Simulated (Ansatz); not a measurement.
# InRhC6N6: the cost of one run

Program: Ansatz 0.2.0. Level of theory: DFT PBE, scalar-relativistic, plane waves, PAW. These are calculated values, not measurements.

### Step 1. The starting structure

It takes space group Fm-3m (No. 225, cubic). Conventional cell: a = 10.357 Å, b = 10.357 Å, c = 10.357 Å, α = 90.00°, β = 90.00°, γ = 90.00°. Around In (site symmetry m-3m) lie 6 C at 2.00 Å. Rh (site symmetry m-3m) is surrounded by 6 N at 2.01 Å. C (site symmetry 4mm) is surrounded by 1 N at 1.17 Å and 1 In at 2.00 Å. N (site symmetry 4mm) has 1 C at 1.17 Å and 1 Rh at 2.01 Å in its first shell of neighbours.

As a file:

```cif
data_structure
_symmetry_space_group_name_H-M 'P 1'
_symmetry_Int_Tables_number 1
_cell_length_a 7.3235
_cell_length_b 7.3235
_cell_length_c 7.3235
_cell_angle_alpha 60.000
_cell_angle_beta 60.000
_cell_angle_gamma 60.000
_cell_volume 277.74
loop_
_atom_site_label
_atom_site_type_symbol
_atom_site_fract_x
_atom_site_fract_y
_atom_site_fract_z
_atom_site_occupancy
In1 In 0.00000 0.00000 0.00000 1
Rh1 Rh 0.50000 0.50000 0.50000 1
C1 C 0.80680 0.19320 0.19320 1
C2 C 0.19320 0.80680 0.19320 1
C3 C 0.19320 0.19320 0.80680 1
C4 C 0.19320 0.80680 0.80680 1
C5 C 0.80680 0.19320 0.80680 1
C6 C 0.80680 0.80680 0.19320 1
N1 N 0.69383 0.30617 0.30617 1
N2 N 0.30617 0.69383 0.30617 1
N3 N 0.30617 0.30617 0.69383 1
N4 N 0.30617 0.69383 0.69383 1
N5 N 0.69383 0.30617 0.69383 1
N6 N 0.69383 0.69383 0.30617 1
```

The cell is invented: cyanide-bridged rock-salt net of two metals, 0 guest cations a cell (Fm-3m, No. 225). Lengths come from tabulated atomic sizes and are only a guess.

### Step 2. Probe: one point on a coarse mesh

Contents of input.yaml:

```yaml
crystal:
  lattice:
    - [0.0, 5.1785, 5.1785]
    - [5.1785, 0.0, 5.1785]
    - [5.1785, 5.1785, 0.0]
  atoms:
    - { symbol: In, position: [0.0, 0.0, 0.0] }
    - { symbol: Rh, position: [0.5, 0.5, 0.5], spin: 1.0 }
    - { symbol: C, position: [0.80679734, 0.19320266, 0.19320266] }
    - { symbol: C, position: [0.19320266, 0.80679734, 0.19320266] }
    - { symbol: C, position: [0.19320266, 0.19320266, 0.80679734] }
    - { symbol: C, position: [0.19320266, 0.80679734, 0.80679734] }
    - { symbol: C, position: [0.80679734, 0.19320266, 0.80679734] }
    - { symbol: C, position: [0.80679734, 0.80679734, 0.19320266] }
    - { symbol: "N", position: [0.69383026, 0.30616974, 0.30616974] }
    - { symbol: "N", position: [0.30616974, 0.69383026, 0.30616974] }
    - { symbol: "N", position: [0.30616974, 0.30616974, 0.69383026] }
    - { symbol: "N", position: [0.30616974, 0.69383026, 0.69383026] }
    - { symbol: "N", position: [0.69383026, 0.30616974, 0.69383026] }
    - { symbol: "N", position: [0.69383026, 0.69383026, 0.30616974] }
basis:
  ecutwfc: 420
kpoints:
  mp_grid: { grid: [4, 4, 4] }
hamiltonian:
  xc: pbe
scf:
  occupations: { method: gaussian, width: 0.1 }
  lower_state_search: "off"
output:
  forces: true
  stress: true
  eigenvalues: true
  populations: true
magnetization:
  spin_polarized: true
```

On the command line:

```bash
$ ansatz run input.yaml --threads 1 --pin off --max-ram 2560MiB --backend cpu --events-out ev --progress --plain --runs-dir out
```

**Question.** How long does this run take on 1 thread of Intel Xeon 6975P-C (Granite Rapids), shared host, and how much memory does it need?

About 14 s, with a peak of 0.72 GiB.
